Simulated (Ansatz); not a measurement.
**C6H17NO3Zr: how energies converge with the basis set**

One table from this session's results is given with a row withheld; the runs are named, their logs left out.

Program: Ansatz 0.2.0, Gaussian basis. Level of theory: one geometry, several basis sets. These are calculated values, not measurements.

Levels to be run: PBE0-D4/def2-SVP; ωB97M-V/def2-SVP; PBE0-D4/def2-QZVPP; ωB97M-V/def2-QZVPP; the functionals' def2-TZVPP values are taken from earlier runs.

## The geometry

All runs share one geometry, relaxed beforehand with PBE0-D4 in a triple-zeta def2 set. Zr takes the def2 core potential; no spin-orbit term is included.

SMILES `C[O][Zr]([OH])([NH]C(C)(C)C)[O]C`, 28 atoms, charge 0, spin multiplicity 1.

Atoms are counted from 1 here; the program's logs count them from 0.

Bond lengths: C1–O2 1.387 Å, C1–H12 1.096 Å, C1–H13 1.096 Å, C1–H14 1.096 Å, O2–Zr3 1.924 Å, Zr3–O4 1.944 Å, Zr3–N5 2.047 Å, Zr3–O10 1.931 Å, O4–H15 0.951 Å, N5–C6 1.456 Å, N5–H16 1.014 Å, C6–C7 1.525 Å, C6–C8 1.528 Å, C6–C9 1.528 Å, C7–H17 1.092 Å, C7–H18 1.095 Å, C7–H19 1.094 Å, C8–H20 1.094 Å and more. Angles: O2–C1–H12 110.9°, O2–C1–H13 111.0°, O2–C1–H14 110.3°, H12–C1–H13 108.3°, H12–C1–H14 108.1°, H13–C1–H14 108.1°, C1–O2–Zr3 166.1°, O2–Zr3–O4 111.5°, O2–Zr3–N5 103.8°, O2–Zr3–O10 111.9°, O4–Zr3–N5 111.1°, O4–Zr3–O10 108.6°, N5–Zr3–O10 109.9°, Zr3–O4–H15 163.9°, Zr3–N5–C6 131.3°, Zr3–N5–H16 118.1°, C6–N5–H16 110.6°, N5–C6–C7 108.2° and more.

Set-up of the first run:

Contents of in.yaml:

```yaml
crystal:
  periodic: [false, false, false]
  atoms:
    - {symbol: C, position_ang: [-0.905386, 1.235147, -4.054262]}
    - {symbol: O, position_ang: [-0.773420, 0.709576, -2.777470]}
    - {symbol: Zr, position_ang: [-0.600850, -0.425357, -1.233396]}
    - {symbol: O, position_ang: [-2.207271, -1.480544, -0.943267]}
    - {symbol: N, position_ang: [-0.291243, 0.886990, 0.307277]}
    - {symbol: C, position_ang: [-0.003988, 0.662301, 1.716357]}
    - {symbol: C, position_ang: [0.021771, -0.842592, 1.963570]}
    - {symbol: C, position_ang: [-1.091427, 1.299964, 2.580411]}
    - {symbol: C, position_ang: [1.355620, 1.259421, 2.078148]}
    - {symbol: O, position_ang: [0.903893, -1.625869, -1.385663]}
    - {symbol: C, position_ang: [1.953678, -2.527025, -1.369696]}
    - {symbol: H, position_ang: [-1.875327, 0.968348, -4.489391]}
    - {symbol: H, position_ang: [-0.116835, 0.861112, -4.717324]}
    - {symbol: H, position_ang: [-0.834759, 2.328241, -4.025054]}
    - {symbol: H, position_ang: [-3.042212, -1.804387, -0.622822]}
    - {symbol: H, position_ang: [-0.324466, 1.880274, 0.103795]}
    - {symbol: H, position_ang: [0.220930, -1.063725, 3.014178]}
    - {symbol: H, position_ang: [-0.940806, -1.295416, 1.704466]}
    - {symbol: H, position_ang: [0.804728, -1.321002, 1.367301]}
    - {symbol: H, position_ang: [-1.136575, 2.378600, 2.404461]}
    - {symbol: H, position_ang: [-0.900772, 1.140818, 3.645704]}
    - {symbol: H, position_ang: [-2.067293, 0.876259, 2.333074]}
    - {symbol: H, position_ang: [1.362123, 2.337329, 1.892365]}
    - {symbol: H, position_ang: [1.595400, 1.098652, 3.133275]}
    - {symbol: H, position_ang: [2.140756, 0.806907, 1.468421]}
    - {symbol: H, position_ang: [1.588852, -3.555290, -1.479576]}
    - {symbol: H, position_ang: [2.510892, -2.463944, -0.426279]}
    - {symbol: H, position_ang: [2.653976, -2.324778, -2.188600]}
basis:
  gaussian: {orbitals: def2-SVP}
hamiltonian: {xc: pbe0, dispersion: d4}
output: {orbitals: {seedname: orbitals}}
```

Launch:

```
$ ansatz run in.yaml --threads 10 --pin off --events-out ev --progress --plain --max-ram 110592MiB --backend cpu
```

Steps of the session up to this table: PBE0-D4 in def2-SVP; ωB97M-V in def2-SVP; PBE0-D4 in def2-QZVPP; ωB97M-V in def2-QZVPP.

One of the session's tables, all rows but one given; the rest of the session is left out.

It belongs to the step «Functionals by basis». 

```
functional       basis  HOMO (eV)  LUMO (eV)
   PBE0-D4    def2-SVP      -6.16       0.33
   PBE0-D4  def2-TZVPP      -6.30       0.07
   PBE0-D4  def2-QZVPP      -6.33      -0.05
   ωB97M-V    def2-SVP      -8.47       1.38
   ωB97M-V  def2-TZVPP          ?          ?
   ωB97M-V  def2-QZVPP      -8.63       0.72
```

**Question.** Estimate the row for ωB97M-V, def2-TZVPP.

**Answer.** HOMO (eV): -8.61; LUMO (eV): 0.98. In the column «HOMO (eV)» it lies between ωB97M-V, def2-QZVPP (-8.63) and ωB97M-V, def2-SVP (-8.47).
